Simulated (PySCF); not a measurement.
**C₂H₉BN₂: electronic excitations and core binding energies**

Aim: predict the electronic excitations and core binding energies of C₂H₉BN₂ (`[H]/N=C\[BH2-][NH2+]C`).

Computed with PySCF 2.14.0, with density-fitted response routines of our own, on a single molecule in the gas phase. Atoms count from 0, in the outputs and in this text.

## (1) Starting geometry

14 atoms, charge 0, multiplicity 1; geometry from: GFN2-xTB.

Bonds of the start (Å): C0–N1 1.46, N1–B2 1.64, B2–C3 1.60, C3–N4 1.27, C0–H5 1.09, C0–H6 1.09, C0–H7 1.09, N1–H8 1.02, N1–H9 1.02, B2–H10 1.20, B2–H11 1.19, C3–H12 1.10, N4–H13 1.02.

## (2) Ultraviolet spectrum: CAM-B3LYP/def2-SVPD

What the job is given:

```
{"job": {"kind": "uv", "xc": "CAM-B3LYP", "basis": "def2-SVPD", "nstates": 8, "ntriplets": 3}, "charge": 0, "multiplicity": 1}
C     -1.614419     0.488302    -0.124677
N     -0.932811    -0.317760     0.885254
B      0.569030    -0.817497     0.444654
C      1.494275     0.483401     0.445175
N      2.613182     0.688744    -0.112480
H     -2.581694     0.853571     0.226978
H     -1.760972    -0.114164    -1.018544
H     -0.981601     1.333863    -0.386265
H     -1.478006    -1.146148     1.105959
H     -0.805153     0.220521     1.738564
H      0.915082    -1.579871     1.297776
H      0.461898    -1.332473    -0.623609
H      1.165831     1.351609     1.038667
H      2.934679    -0.112572    -0.659594
```

Level: TDDFT CAM-B3LYP/def2-SVPD, vertical, gas phase, core orbitals frozen in the response.

On the command line:

```bash
OMP_NUM_THREADS=1 python probes_run.py task.json out
```

One launch serves the whole session: the jobs run in the order shown.

Output:

```text
coarse grid: 10968 points
cycle   1  E = -215.6145669537  dE =  4.627e-01  |g| = 4.169e-01  |ddm| = 5.785e+00
cycle   2  E = -215.6239100956  dE = -9.343e-03  |g| = 4.510e-01  |ddm| = 3.454e+00
cycle   3  E = -215.6675749404  dE = -4.366e-02  |g| = 8.897e-02  |ddm| = 2.112e+00
cycle   4  E = -215.6692986557  dE = -1.724e-03  |g| = 3.058e-02  |ddm| = 2.204e-01
cycle   5  E = -215.6695309177  dE = -2.323e-04  |g| = 5.343e-03  |ddm| = 6.551e-02
cycle   6  E = -215.6695383321  dE = -7.414e-06  |g| = 2.265e-03  |ddm| = 1.995e-02
final grid: 103960 points
cycle   7  E = -215.7020301806  dE = -3.609e-05  |g| = 3.567e-03  |ddm| = 1.124e-01
cycle   8  E = -215.7020312902  dE = -1.110e-06  |g| = 3.024e-03  |ddm| = 2.165e-02
cycle   9  E = -215.7020335374  dE = -2.247e-06  |g| = 2.192e-04  |ddm| = 8.365e-03
cycle  10  E = -215.7020335416  dE = -4.185e-09  |g| = 2.082e-04  |ddm| = 1.510e-03
cycle  11  E = -215.7020335509  dE = -9.307e-09  |g| = 3.504e-05  |ddm| = 5.151e-04
cycle  12  E = -215.7020335512  dE = -3.376e-10  |g| = 1.052e-05  |ddm| = 1.653e-04
converged SCF energy = -215.7020335512

Static polarisability (au): isotropic 59.504, principal 51.737 56.249 70.525

Singlet excitations
state   eV       nm        f      main configurations
  1   4.6642    265.8   0.00069   H->L+2 0.41, H->L+3 0.26, H->L+1 0.18
  2   5.7394    216.0   0.01196   H->L 0.86
  3   6.5220    190.1   0.00173   H->L+4 0.56, H->L+2 0.14, H->L+1 0.12
  4   6.7141    184.7   0.06075   H->L+3 0.45, H->L+2 0.29
  5   6.8581    180.8   0.01387   H-1->L 0.87
  6   7.0699    175.4   0.00113   H->L+1 0.58, H->L+4 0.17, H->L+3 0.16
  7   7.4793    165.8   0.16388   H-1->L+2 0.62, H-1->L+1 0.15, H-1->L+3 0.12
  8   7.8650    157.6   0.00658   H->L+6 0.45, H->L+5 0.14, H-1->L+2 0.10

Triplet excitations (Tamm-Dancoff, eV): 3.9099 4.9451 5.6592
```

Run time: 39 s. Hardware: 1 thread of Arm Neoverse N1, shared host; peak memory 0.75 GiB.

Frontier orbitals and where they lie:

```tsv
orbital	eV	atoms
HOMO−3	-10.92	B2 26 %, H10 20 %, C3 18 %
HOMO−2	-10.58	B2 27 %, H11 23 %, N4 17 %
HOMO−1	-8.99	N4 32 %, C3 20 %, B2 20 %
HOMO	-7.55	N4 51 %, C3 20 %, B2 10 %
LUMO	0.44	H8 18 %, B2 17 %, C0 17 %
LUMO+1	1.51	C0 19 %, H5 14 %, H7 12 %
LUMO+2	1.53	C3 18 %, N4 13 %, H9 12 %
```

With each of the 8 states as a Gaussian band of 0.4 eV half-width at 1/e, the curve within the window shown has maxima at 215 nm (ε 490), 166 nm (ε 6,900) L/(mol cm). Beyond the last state computed it falls off for lack of states. The curve at chosen wavelengths:

nm, ε (L/mol/cm) and a bar:
```
      152        503 ##
      158       3020 ##############
      164       6537 ##############################
      170       5949 ###########################
      176       3824 ##################
      183       3322 ###############
      189       2592 ############
      195       1368 ######
      201        607 ###
      207        437 ##
      213        484 ##
      219        471 ##
      225        353 ##
      232        187 #
      238         90 
      244         42 
      250         27 
      256         26 
      262         28 
      268         28 
      274         25 
      281         19 
      287         13 
      293          9 
      299          5 
      305          3
```

Further results of this job:

```tsv
property	computed
dipole moment (D)	6.86
polarisability (Å³)	8.82
HOMO–LUMO gap (eV)	8.00
−ε(HOMO) (eV)	7.55
```

## (3) Core holes by ΔSCF: SCAN, X2C

Same as in step 2 but for these lines:

```diff
@@ -1,2 +1,2 @@
-{"job": {"kind": "uv", "xc": "CAM-B3LYP", "basis": "def2-SVPD", "nstates": 8, "ntriplets": 3}, "charge": 0, "multiplicity": 1}
+{"job": {"kind": "xps"}, "charge": 0, "multiplicity": 1}
 C     -1.614419     0.488302    -0.124677
```

With the program's defaults for keys left out, this is: delta-SCF UKS SCAN, pcX-2 on the ionised atom, pcseg-1 elsewhere, spin-free X2C.

Output:

```text
ground state, core basis on atom 0 (C), 146 functions
  cycle   1  E = -215.84520095  |g| = 4.94e-01
  cycle   2  E = -215.80869326  |g| = 6.38e-01
  cycle   3  E = -215.91002850  |g| = 1.88e-01
  cycle   4  E = -215.91824174  |g| = 5.29e-02
  cycle   5  E = -215.91893764  |g| = 1.18e-02
  cycle   6  E = -215.91897228  |g| = 3.55e-03
  cycle   7  E = -215.91897730  |g| = 7.92e-04
  cycle   8  E = -215.91897634  |g| = 1.92e-04
  E(ground) = -215.93037586 Eh
hole in C 1s of atom 0
  cycle   1  E = -204.61121765  |g| = 1.50e+00
  cycle   2  E = -200.17565970  |g| = 2.94e+00
  cycle   3  E = -204.63446454  |g| = 1.00e+00
  cycle   4  E = -205.03692850  |g| = 5.10e-01
  cycle   5  E = -205.11906642  |g| = 2.80e-01
  cycle   6  E = -205.15650583  |g| = 8.98e-02
  cycle   7  E = -205.16007265  |g| = 1.91e-02
  cycle   8  E = -205.16023392  |g| = 7.47e-03
  cycle   9  E = -205.16026416  |g| = 3.00e-03
  cycle  10  E = -205.16027029  |g| = 1.35e-03
  cycle  11  E = -205.16027165  |g| = 5.55e-04
  cycle  12  E = -205.16027238  |g| = 1.90e-04
  E(ion) = -205.17086161 Eh   <S^2> = 0.7698   hole on atom = 1.000   binding energy = 292.781 eV
ground state, core basis on atom 1 (N), 146 functions
  cycle   1  E = -215.93105536  |g| = 7.40e-02
  cycle   2  E = -215.93101265  |g| = 2.31e-02
  cycle   3  E = -215.93097324  |g| = 2.66e-02
  cycle   4  E = -215.93112629  |g| = 7.37e-03
  cycle   5  E = -215.93113972  |g| = 6.91e-04
  cycle   6  E = -215.93114061  |g| = 2.08e-04
  E(ground) = -215.94079290 Eh
hole in N 1s of atom 1
  cycle   1  E = -200.25190630  |g| = 1.86e+00
  cycle   2  E = -193.71103488  |g| = 3.29e+00
  cycle   3  E = -199.69099503  |g| = 1.46e+00
  cycle   4  E = -200.85210042  |g| = 4.14e-01
  cycle   5  E = -200.88547567  |g| = 3.40e-01
  cycle   6  E = -200.93268299  |g| = 1.35e-01
  cycle   7  E = -200.94209458  |g| = 1.92e-02
  cycle   8  E = -200.94226181  |g| = 5.72e-03
  cycle   9  E = -200.94227865  |g| = 2.40e-03
  cycle  10  E = -200.94228134  |g| = 5.35e-04
  cycle  11  E = -200.94228111  |g| = 2.47e-04
  E(ion) = -200.95125941 Eh   <S^2> = 0.7656   hole on atom = 1.000   binding energy = 407.886 eV
ground state, core basis on atom 2 (B), 146 functions
  cycle   1  E = -215.91173018  |g| = 4.95e-02
  cycle   2  E = -215.91162810  |g| = 3.08e-02
  cycle   3  E = -215.91167330  |g| = 2.83e-02
  cycle   4  E = -215.91185215  |g| = 1.01e-02
  cycle   5  E = -215.91187828  |g| = 7.26e-04
  cycle   6  E = -215.91187687  |g| = 2.51e-04
  E(ground) = -215.92478460 Eh
hole in B 1s of atom 2
  cycle   1  E = -208.36880118  |g| = 1.18e+00
  cycle   2  E = -207.61830567  |g| = 1.61e+00
  cycle   3  E = -208.65106486  |g| = 5.20e-01
  cycle   4  E = -208.70247174  |g| = 4.06e-01
  cycle   5  E = -208.78121815  |g| = 6.11e-02
  cycle   6  E = -208.78273740  |g| = 2.55e-02
  cycle   7  E = -208.78304066  |g| = 7.73e-03
  cycle   8  E = -208.78306780  |g| = 4.54e-03
  cycle   9  E = -208.78308189  |g| = 1.59e-03
  cycle  10  E = -208.78308687  |g| = 1.01e-03
  cycle  11  E = -208.78309236  |g| = 7.64e-04
  cycle  12  E = -208.78309503  |g| = 6.08e-04
  cycle  13  E = -208.78309984  |g| = 3.34e-04
  E(ion) = -208.79687631 Eh   <S^2> = 0.7721   hole on atom = 1.000   binding energy = 193.960 eV
ground state, core basis on atom 3 (C), 146 functions
  cycle   1  E = -215.92108246  |g| = 5.67e-02
  cycle   2  E = -215.92102072  |g| = 2.08e-02
  cycle   3  E = -215.92077987  |g| = 3.79e-02
  cycle   4  E = -215.92112314  |g| = 4.00e-03
  cycle   5  E = -215.92112684  |g| = 6.78e-04
  cycle   6  E = -215.92112727  |g| = 1.74e-04
  E(ground) = -215.93284490 Eh
hole in C 1s of atom 3
  cycle   1  E = -204.68686453  |g| = 1.50e+00
  cycle   2  E = -203.78849121  |g| = 1.95e+00
  cycle   3  E = -205.15220557  |g| = 4.71e-01
  cycle   4  E = -205.20226673  |g| = 3.15e-01
  cycle   5  E = -205.23956781  |g| = 1.25e-01
  cycle   6  E = -205.24933233  |g| = 3.13e-02
  cycle   7  E = -205.25015193  |g| = 1.39e-02
  cycle   8  E = -205.25050389  |g| = 1.03e-02
  cycle   9  E = -205.25077035  |g| = 7.71e-03
  cycle  10  E = -205.25098988  |g| = 4.78e-03
  cycle  11  E = -205.25102781  |g| = 2.65e-03
  cycle  12  E = -205.25104532  |g| = 1.24e-03
  cycle  13  E = -205.25104641  |g| = 4.43e-04
  E(ion) = -205.26140228 Eh   <S^2> = 0.8701   hole on atom = 1.000   binding energy = 290.385 eV
ground state, core basis on atom 4 (N), 146 functions
  cycle   1  E = -215.93219814  |g| = 7.55e-02
  cycle   2  E = -215.93174969  |g| = 5.10e-02
  cycle   3  E = -215.93142556  |g| = 6.29e-02
  cycle   4  E = -215.93232677  |g| = 5.23e-03
  cycle   5  E = -215.93233319  |g| = 8.14e-04
  cycle   6  E = -215.93233460  |g| = 1.97e-04
  E(ground) = -215.94272191 Eh
hole in N 1s of atom 4
  cycle   1  E = -200.39832900  |g| = 1.85e+00
  cycle   2  E = -199.36594224  |g| = 2.20e+00
  cycle   3  E = -200.98688871  |g| = 4.85e-01
  cycle   4  E = -201.05511497  |g| = 2.83e-01
  cycle   5  E = -201.10429240  |g| = 9.31e-02
  cycle   6  E = -201.10829955  |g| = 2.89e-02
  cycle   7  E = -201.10874288  |g| = 4.78e-03
  cycle   8  E = -201.10876048  |g| = 1.84e-03
  cycle   9  E = -201.10876336  |g| = 1.31e-03
  cycle  10  E = -201.10876445  |g| = 4.12e-04
  E(ion) = -201.11874217 Eh   <S^2> = 0.7751   hole on atom = 1.000   binding energy = 403.381 eV
```

Wall time 89 s (1 thread of Arm Neoverse N1, shared host); peak memory 0.49 GiB.

Binding energies by hole, beside the orbital energy of the ground state; the difference holds orbital relaxation and, for a density functional, its self-interaction error:

```tsv
hole	stands for	environment	ΔSCF (eV)	−ε (eV)	⟨S²⟩
C1s on C0	C0	carbon bonded to N, 3 H	292.78	275.4	0.770
N1s on N1	N1	nitrogen bonded to C, B, 2 H	407.89	388.5	0.766
B1s on B2	B2	boron bonded to C, N, 2 H	193.96	178.3	0.772
C1s on C3	C3	carbon bonded to B, N, H	290.38 (doubtful)	273.3	0.870
N1s on N4	N4	nitrogen bonded to C, H	403.38	384.5	0.775
```

Doubtful: the ion did not converge, its hole moved, or its ⟨S²⟩ is well above 0.75.

## (4) Outcome

| quantity | value |
| --- | --- |
| lowest singlet (CAM-B3LYP/def2-SVPD) | 4.66 eV (266 nm), f = 0.001 |
| brightest single state of those computed | state 7, 7.48 eV, f = 0.164 |
| lowest triplet | 3.91 eV |
| N1s binding energies, SCAN/pcX-2 | N1 407.89, N4 403.38 eV |
| C1s binding energies, SCAN/pcX-2 (standing for 1 of 2 atoms) | C0 292.78 eV |
| B1s binding energies, SCAN/pcX-2 | B2 193.96 eV |

The first singlet state (HOMO→LUMO+2 0.41, HOMO→LUMO+3 0.26) lies at 4.66 eV and is dark; of the 8 states computed, the strongest absorption comes from state 7 at 7.48 eV. The lowest triplet lies 0.75 eV below the lowest singlet (triplets in Tamm-Dancoff, singlets in full TDDFT). The N1s levels kept as sound span 4.50 eV, from N4 (nitrogen bonded to C, H) up to N1 (nitrogen bonded to C, B, 2 H).
